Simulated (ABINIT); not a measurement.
GaO3:

```
CELL_PARAMETERS angstrom
3.30666 0.00000 0.00000
-1.65333 2.86365 0.00000
0.00000 0.00000 5.51176
ATOMIC_POSITIONS crystal
Ga 0.00000 0.00000 0.50000
O 0.33333 0.66667 0.62664
O 0.66667 0.33333 0.37336
O 0.00000 0.00000 0.00000
```

The cell was built by a generator and needn't be a form met in nature.

Base run:

```yaml
Program: ABINIT 10.8.3 (patched build)
Functional: PW91
Potentials_or_basis: Ansatz NC PBE
Cutoff: 1252 eV
k_mesh: 7 × 7 × 4
Occupations: fermi-dirac, width 0.05 eV
Spin: no spin polarisation
```

Its results: band gap on the k mesh none (metal or under the smearing width); pressure -6.4 GPa; largest force 1.732 eV/Å.

Problem. The run is repeated on the same cell with these changes: functional from PW91 to LDA-Teter; potentials or basis from Ansatz NC PBE to PseudoDojo NC SR LDA v0.4.1 standard; cutoff from 1252 eV to 1088 eV. What comes out?

Solution. Band gap on the k mesh none (metal or under the smearing width); pressure -15.0 GPa; largest force 1.321 eV/Å.

Caveats: an odd number of electrons without spin polarisation forces a metal; a magnetic or distorted state may lie lower; this build's PW91 may differ from other programs' (some runs); the potentials were made for another functional, which shifts forces and pressure (some runs); so large a pressure means that the cell lies far from this level's equilibrium, or that cutoff or potentials fall short (some runs).

Not every run made on this cell is shown here.
